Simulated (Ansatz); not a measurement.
# Si: the cost of one run

Program: Ansatz 0.2.0. Level of theory: DFT PBE, plane waves, PAW, scalar-relativistic, no spin polarisation. These are calculated values, not measurements.

## Step 1: The structure to begin with

The cell holds 16 atoms (Si16): a = 7.927 Å, b = 7.927 Å, c = 7.927 Å, α = 60.00°, β = 60.00°, γ = 60.00°.

Structure file:

```
CELL_PARAMETERS angstrom
0.00000 5.60528 5.60528
5.60528 0.00000 5.60528
5.60528 5.60528 0.00000
ATOMIC_POSITIONS crystal
Si 0.00000 0.00000 0.00000
Si 0.12500 0.12500 0.12500
Si 0.00000 0.00000 0.50000
Si 0.12500 0.12500 0.62500
Si 0.00000 0.50000 0.00000
Si 0.12500 0.62500 0.12500
Si 0.00000 0.50000 0.50000
Si 0.12500 0.62500 0.62500
Si 0.50000 0.00000 0.00000
Si 0.62500 0.12500 0.12500
Si 0.50000 0.00000 0.50000
Si 0.62500 0.12500 0.62500
Si 0.50000 0.50000 0.00000
Si 0.62500 0.62500 0.12500
Si 0.50000 0.50000 0.50000
Si 0.62500 0.62500 0.62500
```

## Step 2: Run 1

80 steps of 2.25 fs under a Langevin thermostat at 3500 K.

Contents of input.yaml:

```yaml
accuracy: low
crystal:
  lattice:
    - [0.0, 5.605281, 5.605281]
    - [5.605281, 0.0, 5.605281]
    - [5.605281, 5.605281, 0.0]
  atoms:
    - { symbol: Si, position: [0.0, 0.0, 0.0] }
    - { symbol: Si, position: [0.125, 0.125, 0.125] }
    - { symbol: Si, position: [0.0, 0.0, 0.5] }
    - { symbol: Si, position: [0.125, 0.125, 0.625] }
    - { symbol: Si, position: [0.0, 0.5, 0.0] }
    - { symbol: Si, position: [0.125, 0.625, 0.125] }
    - { symbol: Si, position: [0.0, 0.5, 0.5] }
    - { symbol: Si, position: [0.125, 0.625, 0.625] }
    - { symbol: Si, position: [0.5, 0.0, 0.0] }
    - { symbol: Si, position: [0.625, 0.125, 0.125] }
    - { symbol: Si, position: [0.5, 0.0, 0.5] }
    - { symbol: Si, position: [0.625, 0.125, 0.625] }
    - { symbol: Si, position: [0.5, 0.5, 0.0] }
    - { symbol: Si, position: [0.625, 0.625, 0.125] }
    - { symbol: Si, position: [0.5, 0.5, 0.5] }
    - { symbol: Si, position: [0.625, 0.625, 0.625] }
basis:
  ecutwfc: 420.0
kpoints:
  mp_grid: { grid: [2, 2, 2] }
hamiltonian:
  xc: pbe
scf:
  occupations: { method: fermi_dirac, width: 0.3 }
  lower_state_search: "off"
md:
  timestep: 2.25
  n_steps: 80
  ensemble: nvt_langevin
  temperature: 3500.0
  initial_velocities: maxwell_boltzmann
  seed: 976446
  friction: 0.02
```

Started as:

```sh
$ ansatz run input.yaml --threads 1 --pin off --max-ram 3072MiB --backend cpu --events-out ev --progress --plain --runs-dir out
```

**Question.** How long does this run take on 1 thread of Arm Neoverse V2, shared host, and how much memory does it need?

About 7.9 min, with a peak of 0.72 GiB.
